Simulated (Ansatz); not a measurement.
Crystal: CaHBr.

```
CELL_PARAMETERS angstrom
3.85800 0.00000 0.00000
0.00000 3.85800 0.00000
0.00000 0.00000 7.91100
ATOMIC_POSITIONS crystal
Br 0.50000 0.00000 0.33000
Br 0.00000 0.50000 0.67000
Ca 0.50000 0.00000 0.86000
Ca 0.00000 0.50000 0.14000
H 0.50000 0.50000 0.00000
H 0.00000 0.00000 0.00000
```

* Program: Ansatz 0.2.0
* Task: relaxation of cell and atoms
* Functional: PBE
* Potentials or basis: Ansatz PAW
* Cutoff: 420 eV (not typed: the program's choice for these potentials)
* k mesh: 7 × 7 × 4
* Occupations: fermi-dirac, width 0.05 eV
* Spin: no spin polarisation

At the start: volume 19.62 Å³/atom.

Q: How do energy, volume and symmetry change on relaxing?

A: It ends after 13 steps and the volume is 22.21 Å³/atom (+13.2 %); space group P4/nmm (No. 129, to 0.05 Å).

The path:
```
step  energy change (eV)  largest force (eV/Å)  volume (Å³)
   1              0.0000                1.1412       117.75
   2             -0.1904                0.3302       121.43
   3             -0.2188                0.0392       122.56
   4             -0.2313                0.1019       124.06
   5             -0.2395                0.0934       126.47
   6             -0.2426                0.0082       128.96
   7             -0.2428                0.0006       129.75
   8             -0.2427                0.0018       130.30
   9             -0.2485                0.0012       130.30
  10             -0.2488                0.0048       131.91
  11             -0.2487                0.0062       133.07
  12             -0.2486                0.0003       133.29
  13             -0.2494                0.0004       133.29
```

Final structure:
```cif
data_structure
_symmetry_space_group_name_H-M 'P 1'
_symmetry_Int_Tables_number 1
_cell_length_a 3.8341
_cell_length_b 3.8341
_cell_length_c 9.0671
_cell_angle_alpha 90.000
_cell_angle_beta 90.000
_cell_angle_gamma 90.000
_cell_volume 133.29
loop_
_atom_site_label
_atom_site_type_symbol
_atom_site_fract_x
_atom_site_fract_y
_atom_site_fract_z
_atom_site_occupancy
Br1 Br 0.50000 0.00000 0.29458 1
Br2 Br 0.00000 0.50000 0.70542 1
Ca1 Ca 0.50000 0.00000 0.85702 1
Ca2 Ca 0.00000 0.50000 0.14298 1
H1 H 0.50000 0.50000 0.00000 1
H2 H 0.00000 0.00000 0.00000 1
```

Caveat: the plane-wave basis is chosen anew once the cell has moved, so the energies of steps on either side of that aren't comparable.
